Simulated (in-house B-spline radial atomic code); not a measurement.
**I²⁰⁺: ionisation energy by several methods**

Aim: the ionisation energy of I²⁰⁺ by several methods, each as the difference of two self-consistent energies (I²⁰⁺ and the next ion, [Ar] 3d10 4s2 4p2).

Program: in-house B-spline radial atomic code version 1. Level of theory: Dirac-Coulomb, several functionals; spherical all-electron atom at the radial basis limit. These are calculated values, not measurements, unless marked.

### 1 What is computed

```
element       : iodine (Z = 53)
charge        : +20
electrons     : 33
configuration : [Ar] 3d10 4s2 4p3
nucleus       : Fermi, rms radius 4.750 fm
```

Outer shells as boxes (Hund's rule):

[Ar] 3d10 4s2 4p3
```
[Ar] core
3d [↑↓][↑↓][↑↓][↑↓][↑↓]
4s [↑↓]
4p [↑ ][↑ ][↑ ]
```

The boxes only draw the filling; these runs are spin-restricted and spherical.

### 2 BLYP, a GGA

Settings, as recorded:

```ini
Z = 53
electrons = 33.0
configuration = [Ar] 3d10 4s2 4p3
hamiltonian = dirac
method = b88,lyp
spin_polarised = False
nucleus = fermi
rms_radius = 4.75
mass_number = 127
atomic_mass = 126.904472592
speed_of_light = 137.035999084
```

### 3 OLYP, a GGA

Settings: those of step 2 with these lines changed.

```diff
@@ -4,3 +4,3 @@
 hamiltonian = dirac
-method = b88,lyp
+method = optx,lyp
 spin_polarised = False
```

Q: The tabulated ionisation energy is 601 ± 4 eV (tabulated theoretical; NIST Atomic Spectra Database). What does each method give, and which comes nearest?

As calculated:

| method | rung | total energy (hartree) | ΔSCF (eV) | with Breit, QED, recoil (eV) | −ε highest (eV) | corrected ΔSCF less tabulated (eV) |
| --- | --- | --- | --- | --- | --- | --- |
| BLYP | GGA | -6949.6947 | 608.20 | 607.80 | 586.58 (4p3/2) | +6.80 |
| OLYP | GGA | -6951.2810 | 608.89 | 608.50 | 587.49 (4p3/2) | +7.50 |

Against the tabulated ionisation energy, 601 ± 4 eV (tabulated theoretical; NIST Atomic Spectra Database), the best here is BLYP (+6.80 eV) and the worst OLYP (+7.50 eV, or 1.2 %). All methods miss on the same side by much the same amount, which points to something that they share. Open shells are averaged (over orientations, and over spins where the run is restricted), while tables refer to the lowest levels. For the semilocal functionals minus the highest level recovers only 96 % of their own ΔSCF value, a mark of self-interaction.

Members of this set that are not shown: 2 used exact exchange with fractional occupations of an open shell, which is unsound here.
